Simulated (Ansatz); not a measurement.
# MgPd: one contact scaled

How do energy and force answer when the Mg1–Pd2 bond of MgPd is squeezed or stretched? Methods of the runs shown: PAW. Its runs: shortest bond scaled by 1 (PAW); shortest bond scaled by 0.94 (PAW); shortest bond scaled by 0.82 (PAW); shortest bond scaled by 0.76 (PAW); shortest bond scaled by 0.7 (PAW and PAW (cutoff 600 eV)).

Computed with Ansatz 0.2.0 (DFT, r2SCAN, PAW with Ansatz's default frozen-core files, scalar-relativistic, unless a step's input says otherwise).

1 further run of the same task is left out (set aside as unsound or not needed).

## 1. The structure to begin with

It takes space group Pm-3m (No. 221, cubic). Conventional cell: a = 3.160 Å, b = 3.160 Å, c = 3.160 Å, α = 90.00°, β = 90.00°, γ = 90.00°. Mg (site symmetry m-3m) has 8 Pd at 2.74 Å as nearest neighbours. Around Pd (site symmetry m-3m) lie 8 Mg at 2.74 Å.

As a file:

```cif
data_structure
_symmetry_space_group_name_H-M 'P 1'
_symmetry_Int_Tables_number 1
_cell_length_a 3.1600
_cell_length_b 3.1600
_cell_length_c 3.1600
_cell_angle_alpha 90.000
_cell_angle_beta 90.000
_cell_angle_gamma 90.000
_cell_volume 31.55
loop_
_atom_site_label
_atom_site_type_symbol
_atom_site_fract_x
_atom_site_fract_y
_atom_site_fract_z
_atom_site_occupancy
Mg1 Mg 0.00000 0.00000 0.00000 1
Pd1 Pd 0.50000 0.50000 0.50000 1
```

Atoms are numbered in the order of the input: Mg1, Pd2.

## 2. Shortest bond scaled by 1, PAW

Contents of input.yaml:

```yaml
crystal:
  lattice:
    - [3.16, 0.0, 0.0]
    - [0.0, 3.16, 0.0]
    - [0.0, 0.0, 3.16]
  atoms:
    - { symbol: Mg, position: [0.0, 0.0, 0.0] }
    - { symbol: Pd, position: [0.5, 0.5, 0.5] }
kpoints:
  mp_grid: { grid: [10, 10, 10] }
scf:
  occupations: { method: fermi_dirac, width: 0.05 }
hamiltonian:
  xc: r2scan
  pseudopotentials: { kind: paw }
output:
  forces: true
  stress: true
  eigenvalues: true
  efg: { contact_densities: true }
  populations: true
  write_density: true
  write_potential: true
  elf: true
  volumetric_format: npy
```

The run is started by

```sh
> ansatz run input.yaml --threads 1 --pin off --max-ram 2048MiB --backend cpu --events-out ev --progress --plain --runs-dir out
```

The log of the run, cut to the lines that bear on the results:

```text
Pd: output.efg is read without spin–orbit coupling, which moves field gradients at and beside such atoms by some per cent and up to a factor of two; PAW files take it under magnetization.noncollinear and magnetization.spin_orbit
[...]
Pseudopotentials: kind: paw
Pseudopotential: Mg, paw, valence charge 10, recommended cutoff 500 eV (meta_gga)
Pseudopotential: Pd, paw, valence charge 18, recommended cutoff 500 eV (meta_gga)
Functional definition: r2SCAN
[...]
Crystal: 2 atoms, lattice volume = 31.554 Å³
Basis set: ecut = 500 eV, 799 PW (Γ), exchange–correlation on 96×96×96 points (64 copies of the dense FFT grid, shifted against one another)
Bands: 18, of which v1, the nominal top of the filled ones, is band 14 counted from 1 (13 counted from 0)
Symmetry: 48 space group operations
Space group: Pm-3m (ITA 221), of the structure as read, at distance tolerance 3.2e-5 Å
k-points: 56 of 1000
[...]
SCF iter   1: F=—  HF=-8913.571117 eV  |F-HF|=—  |Δ(HF+E_count)|=         —  Δρ=1.21e-2  dr2=3.24e-2  dr2_τ=9.25e-3  ethr=1.77e-3  ⟨swp⟩=5.4  Hψ=4677  notcnv=0
[...]
SCF iter   7: F=-8913.596329 eV  HF=-8913.596329 eV  |F-HF|=2.09e-9  |Δ(HF+E_count)|=   7.73e-8  Δρ=5.98e-6  dr2=8.49e-9  dr2_τ=1.22e-9  ethr=3.57e-10  ⟨swp⟩=6.4  Hψ=6114  notcnv=0
[...]
SCF converged after 7 iterations
Free energy (F): -8913.596329 eV
[...]
E sigma→0 (E₀):  -8913.592329 eV
Entropy (-TS):   -0.008000 eV (-4.000 meV/atom)
Fermi energy:    13.542936 eV
[...]
--- Forces (eV/Å), atoms counted from 1 ---
  atom   1  Mg    -0.00000000     0.00000000     0.00000000
  atom   2  Pd     0.00000000    -0.00000000     0.00000000
[...]
--- Stress (GPa, compression-positive) ---
       -0.461343       0.000000       0.000000
        0.000000      -0.461343       0.000000
        0.000000       0.000000      -0.461343
  P = ⅓ Tr σ = -0.4613 GPa (-4.613 kbar)
--- PAW observables at the nuclei: V_zz in 10²¹ V/m², potentials from the cell's mean, atoms counted from 1 ---
  atom   1  Mg V_zz =    +0.000000   η = 0.0000   by run symmetry: forbidden
            electrostatic potential = -1109.240269 V   contact ρ = 7785.188424 e/Å³
  atom   2  Pd V_zz =    -0.000000   η = 0.0000   by run symmetry: forbidden
            electrostatic potential = -7247.614948 V   contact ρ = 865073.938757 e/Å³
--- Band table (eV; the first three rows and the last of 56) ---
  k-point 0: bands = ["-73.2872", "-64.4411", "-38.1724", "-38.1724", "-38.1724", "-29.5381", "-29.5381", "-29.5381", "5.5981", "9.3294", "9.3294", "11.3706", "11.3706", "11.3706", "21.1231", "21.1231", "21.1231", "23.7917"]
[...]
--- Löwdin populations: 2 sites ---
  site symbol       q [e]
     0     Mg      9.4286
     1     Pd     17.7479
  spilling = 0.029408 (of n_electrons = 28.000000)
```

It took 5.4 s on 1 thread of Arm Neoverse V2, shared host; peak memory 0.38 GiB.

In short: pressure -0.46 GPa; no gap.

Density in a lattice plane of the grid's cell (edges 3.16 and 3.16 Å, at 0.000 of the third edge), which holds Mg.

Ten even steps from '0' (0.12 e/Å³) to '9' (31.50 e/Å³):
```
864210000000000000001246
432100000000000000000123
211000000000000000000011
000000000000000000000000
000000000000000000000000
000000000000000000000000
000000000000000000000000
000000000000000000000000
000000000000000000000000
000000000000000000000000
000000000000000000000000
000000000000000000000000
000000000000000000000000
000000000000000000000000
000000000000000000000000
000000000000000000000000
211000000000000000000011
432100000000000000000123
864210000000000000001246
986310000000000000001368
```
Columns run along the first of these edges and rows up along the second, over one cell in 24 and 20 even steps from the bottom left corner. Atoms in the plane (fractional): Mg at (0.00, 0.00).

ELF in the same plane.

Ten even steps from '0' (0.04) to '9' (0.43):
```
567985001367876310058976
889963002467876420036998
988631013678887631013688
664210024778887742001246
110001256777777765210001
000023567777777776532000
222346777766666777764322
555677777666666677777655
777888777666566677788877
888888776665556667788888
777888777666566677788877
555677777666666677777655
222346777766666777764322
000023567777777776532000
110001256777777765210001
664210024778887742001246
988631013678887631013688
889963002467876420036998
567985001367876310058976
346985101367876310158964
```
Columns run along the first of these edges and rows up along the second, over one cell in 24 and 20 even steps from the bottom left corner. Atoms in the plane (fractional): Mg at (0.00, 0.00).

Both are smooth fields of the valence electrons: close to the nuclei they are not physical.

## 3. Shortest bond scaled by 0.94, PAW

input.yaml, as its differences from that of step 2:

```diff
@@ -6,4 +6,4 @@
   atoms:
-    - { symbol: Mg, position: [0.0, 0.0, 0.0] }
-    - { symbol: Pd, position: [0.5, 0.5, 0.5] }
+    - { symbol: Mg, position: [-0.015, -0.015, -0.015] }
+    - { symbol: Pd, position: [0.515, 0.515, 0.515] }
 kpoints:
@@ -21,5 +21 @@
   populations: true
-  write_density: true
-  write_potential: true
-  elf: true
-  volumetric_format: npy
```

The run is started by

```sh
> ansatz run input.yaml --threads 1 --pin off --max-ram 2048MiB --backend cpu --events-out ev --progress --plain --runs-dir out
```

The log of the run, cut to the lines that bear on the results:

```text
Pd: output.efg is read without spin–orbit coupling, which moves field gradients at and beside such atoms by some per cent and up to a factor of two; PAW files take it under magnetization.noncollinear and magnetization.spin_orbit
[...]
[... 4 set-up lines as earlier in the session ...]
[...]
Crystal: 2 atoms, lattice volume = 31.554 Å³
Basis set: ecut = 500 eV, 799 PW (Γ), exchange–correlation on 96×96×96 points (64 copies of the dense FFT grid, shifted against one another)
Bands: 18, of which v1, the nominal top of the filled ones, is band 14 counted from 1 (13 counted from 0)
Symmetry: 6 space group operations
Space group: R3m (ITA 160), of the structure as read, at distance tolerance 3.2e-5 Å
[...]
        0.466783       0.608457       0.608457
        0.608457       0.466783       0.608457
        0.608457       0.608457       0.466783
  P = ⅓ Tr σ = 0.4668 GPa (4.668 kbar)
--- PAW observables at the nuclei: V_zz in 10²¹ V/m², potentials from the cell's mean, atoms counted from 1 ---
  atom   1  Mg V_zz =    -0.011280   η = 0.0000   by run symmetry: allowed
            electrostatic potential = -1109.255817 V   contact ρ = 7785.301253 e/Å³
  atom   2  Pd V_zz =    +0.267085   η = 0.0000   by run symmetry: allowed
            electrostatic potential = -7247.616833 V   contact ρ = 865074.401168 e/Å³
--- Band table (eV; the first three rows and the last of 116) ---
  k-point 0: bands = ["-73.2923", "-64.4372", "-38.1851", "-38.1765", "-38.1765", "-29.5366", "-29.5336", "-29.5336", "5.6057", "9.3118", "9.3118", "11.3357", "11.3653", "11.3653", "21.0810", "21.0810", "21.1869", "23.8701"]
[...]
--- Löwdin populations: 2 sites ---
  site symbol       q [e]
     0     Mg      9.4310
     1     Pd     17.7499
  spilling = 0.029253 (of n_electrons = 28.000000)
```

Wall time 13 s (1 thread of Arm Neoverse V2, shared host); peak memory 0.43 GiB.

Result: pressure 0.47 GPa; no gap; largest force 0.729 eV/Å; Vzz Mg1 -0.01 (η = 0.00), Pd2 0.27 (η = 0.00) (10²¹ V/m²).

## 4. Shortest bond scaled by 0.82, PAW

input.yaml, as its differences from that of step 3:

```diff
@@ -6,4 +6,4 @@
   atoms:
-    - { symbol: Mg, position: [-0.015, -0.015, -0.015] }
-    - { symbol: Pd, position: [0.515, 0.515, 0.515] }
+    - { symbol: Mg, position: [-0.045, -0.045, -0.045] }
+    - { symbol: Pd, position: [0.545, 0.545, 0.545] }
 kpoints:
```

The run is started by

```sh
> ansatz run input.yaml --threads 1 --pin off --max-ram 2048MiB --backend cpu --events-out ev --progress --plain --runs-dir out
```

The log of the run, cut to the lines that bear on the results:

```text
Pd: output.efg is read without spin–orbit coupling, which moves field gradients at and beside such atoms by some per cent and up to a factor of two; PAW files take it under magnetization.noncollinear and magnetization.spin_orbit
[...]
[... 4 set-up lines as earlier in the session ...]
[...]
Crystal: 2 atoms, lattice volume = 31.554 Å³
Basis set: ecut = 500 eV, 799 PW (Γ), exchange–correlation on 96×96×96 points (64 copies of the dense FFT grid, shifted against one another)
Bands: 18, of which v1, the nominal top of the filled ones, is band 14 counted from 1 (13 counted from 0)
[... 2 set-up lines as earlier in the session ...]
[...]
        8.764442       6.605922       6.605922
        6.605922       8.764442       6.605922
        6.605922       6.605922       8.764442
  P = ⅓ Tr σ = 8.7644 GPa (87.644 kbar)
--- PAW observables at the nuclei: V_zz in 10²¹ V/m², potentials from the cell's mean, atoms counted from 1 ---
  atom   1  Mg V_zz =    +0.012313   η = 0.0000   by run symmetry: allowed
            electrostatic potential = -1109.365120 V   contact ρ = 7786.239469 e/Å³
  atom   2  Pd V_zz =    +2.749929   η = 0.0000   by run symmetry: allowed
            electrostatic potential = -7247.647566 V   contact ρ = 865077.424630 e/Å³
--- Band table (eV; the first three rows and the last of 116) ---
  k-point 0: bands = ["-73.3308", "-64.4350", "-38.2952", "-38.2061", "-38.2061", "-29.5595", "-29.5226", "-29.5226", "5.6750", "9.1668", "9.1668", "11.0774", "11.3107", "11.3107", "20.8313", "20.8313", "21.7333", "24.3917"]
[...]
--- Löwdin populations: 2 sites ---
  site symbol       q [e]
     0     Mg      9.4477
     1     Pd     17.7673
  spilling = 0.028035 (of n_electrons = 28.000000)
```

Wall time 13 s (1 thread of Arm Neoverse V2, shared host); peak memory 0.43 GiB.

Result: pressure 8.76 GPa; no gap; largest force 3.107 eV/Å; Vzz Mg1 0.01 (η = 0.00), Pd2 2.75 (η = 0.00) (10²¹ V/m²).

## 5. Shortest bond scaled by 0.76, PAW

input.yaml, as its differences from that of step 4:

```diff
@@ -6,4 +6,4 @@
   atoms:
-    - { symbol: Mg, position: [-0.045, -0.045, -0.045] }
-    - { symbol: Pd, position: [0.545, 0.545, 0.545] }
+    - { symbol: Mg, position: [-0.06, -0.06, -0.06] }
+    - { symbol: Pd, position: [0.56, 0.56, 0.56] }
 kpoints:
```

The run is started by

```sh
> ansatz run input.yaml --threads 1 --pin off --max-ram 2048MiB --backend cpu --events-out ev --progress --plain --runs-dir out
```

The log of the run, cut to the lines that bear on the results:

```text
Pd: output.efg is read without spin–orbit coupling, which moves field gradients at and beside such atoms by some per cent and up to a factor of two; PAW files take it under magnetization.noncollinear and magnetization.spin_orbit
[...]
[... 4 set-up lines as earlier in the session ...]
[...]
Crystal: 2 atoms, lattice volume = 31.554 Å³
Basis set: ecut = 500 eV, 799 PW (Γ), exchange–correlation on 96×96×96 points (64 copies of the dense FFT grid, shifted against one another)
Bands: 18, of which v1, the nominal top of the filled ones, is band 14 counted from 1 (13 counted from 0)
[... 2 set-up lines as earlier in the session ...]
[...]
       17.419299      13.706168      13.706168
       13.706168      17.419299      13.706168
       13.706168      13.706168      17.419299
  P = ⅓ Tr σ = 17.4193 GPa (174.193 kbar)
--- PAW observables at the nuclei: V_zz in 10²¹ V/m², potentials from the cell's mean, atoms counted from 1 ---
  atom   1  Mg V_zz =    +0.216974   η = 0.0000   by run symmetry: allowed
            electrostatic potential = -1109.429180 V   contact ρ = 7787.078667 e/Å³
  atom   2  Pd V_zz =    +5.150021   η = 0.0000   by run symmetry: allowed
            electrostatic potential = -7247.690175 V   contact ρ = 865078.508784 e/Å³
--- Band table (eV; the first three rows and the last of 116) ---
  k-point 0: bands = ["-73.3710", "-64.4823", "-38.4176", "-38.2358", "-38.2358", "-29.6334", "-29.5560", "-29.5560", "5.7434", "9.0300", "9.0300", "10.8904", "11.2421", "11.2421", "20.6929", "20.6929", "22.2522", "24.7275"]
[...]
--- Löwdin populations: 2 sites ---
  site symbol       q [e]
     0     Mg      9.4585
     1     Pd     17.7830
  spilling = 0.027090 (of n_electrons = 28.000000)
```

Run time: 14 s. Hardware: 1 thread of Arm Neoverse V2, shared host; peak memory 0.43 GiB.

Result: pressure 17.42 GPa; no gap; largest force 5.542 eV/Å; Vzz Mg1 0.22 (η = 0.00), Pd2 5.15 (η = 0.00) (10²¹ V/m²).

## 6. Shortest bond scaled by 0.7, PAW

input.yaml, as its differences from that of step 5:

```diff
@@ -6,4 +6,4 @@
   atoms:
-    - { symbol: Mg, position: [-0.06, -0.06, -0.06] }
-    - { symbol: Pd, position: [0.56, 0.56, 0.56] }
+    - { symbol: Mg, position: [-0.075, -0.075, -0.075] }
+    - { symbol: Pd, position: [0.575, 0.575, 0.575] }
 kpoints:
```

The run is started by

```sh
> ansatz run input.yaml --threads 1 --pin off --max-ram 2048MiB --backend cpu --events-out ev --progress --plain --runs-dir out
```

The log of the run, cut to the lines that bear on the results:

```text
Pd: output.efg is read without spin–orbit coupling, which moves field gradients at and beside such atoms by some per cent and up to a factor of two; PAW files take it under magnetization.noncollinear and magnetization.spin_orbit
[...]
[... 4 set-up lines as earlier in the session ...]
[...]
Crystal: 2 atoms, lattice volume = 31.554 Å³
Basis set: ecut = 500 eV, 799 PW (Γ), exchange–correlation on 96×96×96 points (64 copies of the dense FFT grid, shifted against one another)
Bands: 18, of which v1, the nominal top of the filled ones, is band 14 counted from 1 (13 counted from 0)
[... 2 set-up lines as earlier in the session ...]
[...]
       30.876520      25.766802      25.766802
       25.766802      30.876520      25.766802
       25.766802      25.766802      30.876520
  P = ⅓ Tr σ = 30.8765 GPa (308.765 kbar)
--- PAW observables at the nuclei: V_zz in 10²¹ V/m², potentials from the cell's mean, atoms counted from 1 ---
  atom   1  Mg V_zz =    +0.770527   η = 0.0000   by run symmetry: allowed
            electrostatic potential = -1109.455279 V   contact ρ = 7788.149696 e/Å³
  atom   2  Pd V_zz =    +8.082270   η = 0.0000   by run symmetry: allowed
            electrostatic potential = -7247.763664 V   contact ρ = 865077.253744 e/Å³
--- Band table (eV; the first three rows and the last of 116) ---
  k-point 0: bands = ["-73.4445", "-64.6302", "-38.6342", "-38.2888", "-38.2888", "-29.8047", "-29.6747", "-29.6747", "5.8294", "8.8371", "8.8371", "10.7250", "11.1231", "11.1231", "20.5813", "20.5813", "22.9376", "25.0256"]
[...]
--- Löwdin populations: 2 sites ---
  site symbol       q [e]
     0     Mg      9.4693
     1     Pd     17.8021
  spilling = 0.026023 (of n_electrons = 28.000000)
```

Run time: 14 s. Hardware: 1 thread of Arm Neoverse V2, shared host; peak memory 0.43 GiB.

Result: pressure 30.88 GPa; no gap; largest force 9.821 eV/Å; Vzz Mg1 0.77 (η = 0.00), Pd2 8.08 (η = 0.00) (10²¹ V/m²).

## 7. Shortest bond scaled by 0.7, PAW (cutoff 600 eV)

input.yaml, as its differences from that of step 6:

```diff
@@ -19,3 +19,7 @@
   eigenvalues: true
-  efg: { contact_densities: true }
-  populations: true
+  write_density: true
+  write_potential: true
+  elf: true
+  volumetric_format: npy
+basis:
+  ecutwfc: 600
```

The run is started by

```sh
> ansatz run input.yaml --threads 1 --pin off --max-ram 2048MiB --backend cpu --events-out ev --progress --plain --runs-dir out
```

The log of the run, cut to the lines that bear on the results:

```text
[...]
[... 4 set-up lines as earlier in the session ...]
[...]
Crystal: 2 atoms, lattice volume = 31.554 Å³
Basis set: ecut = 600 eV, 1021 PW (Γ), exchange–correlation on 108×108×108 points (64 copies of the dense FFT grid, shifted against one another)
Bands: 18, of which v1, the nominal top of the filled ones, is band 14 counted from 1 (13 counted from 0)
[... 2 set-up lines as earlier in the session ...]
k-points: 116 of 1000 (time reversal used)
[...]
SCF iter   1: F=—  HF=-8911.019454 eV  |F-HF|=—  |Δ(HF+E_count)|=         —  Δρ=1.28e-2  dr2=3.12e-2  dr2_τ=3.50e-2  ethr=1.77e-3  ⟨swp⟩=5.8  Hψ=10138  notcnv=0
[...]
SCF iter   8: F=-8911.049020 eV  HF=-8911.049020 eV  |F-HF|=3.24e-9  |Δ(HF+E_count)|=   1.86e-7  Δρ=7.38e-6  dr2=1.94e-8  dr2_τ=4.27e-10  ethr=3.57e-10  ⟨swp⟩=9.9  Hψ=14477  notcnv=0
[...]
SCF converged after 8 iterations
Free energy (F): -8911.049020 eV
[...]
E sigma→0 (E₀):  -8911.046495 eV
Entropy (-TS):   -0.005052 eV (-2.526 meV/atom)
Fermi energy:    13.627132 eV
[...]
--- Forces (eV/Å), atoms counted from 1 ---
  atom   1  Mg     5.66919995     5.66919995     5.66919995
  atom   2  Pd    -5.66933131    -5.66933131    -5.66933131
[...]
--- Stress (GPa, compression-positive) ---
       30.867317      25.764329      25.764329
       25.764329      30.867317      25.764329
       25.764329      25.764329      30.867317
  P = ⅓ Tr σ = 30.8673 GPa (308.673 kbar)
--- Band table (eV; the first three rows and the last of 116) ---
  k-point 0: bands = ["-73.4473", "-64.6291", "-38.6364", "-38.2910", "-38.2910", "-29.8036", "-29.6735", "-29.6735", "5.8287", "8.8372", "8.8372", "10.7247", "11.1229", "11.1229", "20.5805", "20.5805", "22.9380", "25.0243"]
[...]
```

It took 22 s on 1 thread of Arm Neoverse V2, shared host; peak memory 0.46 GiB.

In short: pressure 30.87 GPa; no gap; largest force 9.820 eV/Å.

The fields are shown in the conventional cell of this run's space group, carried over from its grid by interpolation.

Density in a lattice plane of the grid's cell (edges 4.47 and 5.47 Å, at 0.000 of the third edge), which holds Mg and Pd.

Ten even steps from '0' (0.06 e/Å³) to '9' (26.01 e/Å³):
```
96200000000000000026
96200000000000000026
32000000000000000002
00000000000000000000
00000000000000000000
11000000000000000001
33200000000000000023
54310000000000000134
54310000000000000134
43200000000000000023
11000000000000000001
00000000000000000000
00000000000000000000
00000000000000000000
00000000000000000000
00000000000000000000
00000000000000000000
00000000000000000000
00000000000000000000
32000000000000000002
```
Columns run along the first of these edges and rows up along the second, over one cell in 20 and 20 even steps from the bottom left corner. Atoms in the plane (fractional): Mg at (0.00, 0.93), Pd at (0.00, 0.57).

ELF in the same plane.

Values, 12 rows by 10 columns:
```
0.19 0.40 0.08 0.29 0.23 0.20 0.23 0.29 0.08 0.40
0.29 0.19 0.15 0.33 0.24 0.21 0.24 0.33 0.15 0.19
0.34 0.31 0.34 0.37 0.29 0.25 0.29 0.37 0.34 0.31
0.51 0.50 0.31 0.31 0.30 0.24 0.30 0.31 0.31 0.50
0.24 0.50 0.39 0.27 0.29 0.22 0.29 0.27 0.39 0.50
0.49 0.53 0.31 0.26 0.35 0.34 0.35 0.26 0.31 0.53
0.45 0.32 0.20 0.30 0.40 0.41 0.40 0.30 0.20 0.32
0.18 0.17 0.22 0.31 0.35 0.35 0.35 0.31 0.22 0.17
0.14 0.17 0.24 0.29 0.30 0.30 0.30 0.29 0.24 0.17
0.10 0.16 0.27 0.31 0.30 0.29 0.30 0.31 0.27 0.16
0.07 0.04 0.20 0.36 0.32 0.31 0.32 0.36 0.20 0.04
0.41 0.34 0.07 0.32 0.28 0.24 0.28 0.32 0.07 0.34
```
Columns run along the first of these edges and rows up along the second, over one cell in 10 and 12 even steps from the bottom left corner. Atoms in the plane (fractional): Mg at (0.00, 0.93), Pd at (0.00, 0.57).

Both are smooth fields of the valence electrons: close to the nuclei they are not physical.

## 8. All runs together

Force along the bond: half the difference of the two atoms' forces, positive where it pushes them apart.

```
             method  length (Å)  F from the given length (eV/cell)  force along the bond (eV/Å)  pressure (GPa)  largest force (eV/Å)
                PAW       1.916                              2.553                        9.821           30.88                 9.821
                PAW       2.080                              1.325                        5.542           17.42                 5.542
                PAW       2.244                              0.633                        3.107            8.76                 3.107
                PAW       2.572                              0.058                        0.729            0.47                 0.729
                PAW       2.737                              0.000                        0.000           -0.46                 0.000
PAW (cutoff 600 eV)       1.916                                  –                        9.819           30.87                 9.820
```

## 9. Outcome

| quantity | value |
| --- | --- |
| force along the bond, positive apart, at 1.916 Å (PAW) | 9.82 eV/Å |
| force along the bond, positive apart, at 1.916 Å (PAW (cutoff 600 eV)) | 9.82 eV/Å |

**Reading.** At 1.92 Å the force along the bond is 9.82 eV/Å by PAW, and the energy stands 2.55 eV over the given length. With two atoms in the cell whole sublattices move, so the other contacts between the two sublattices change too; at scales over 1 some of them become the shortest.
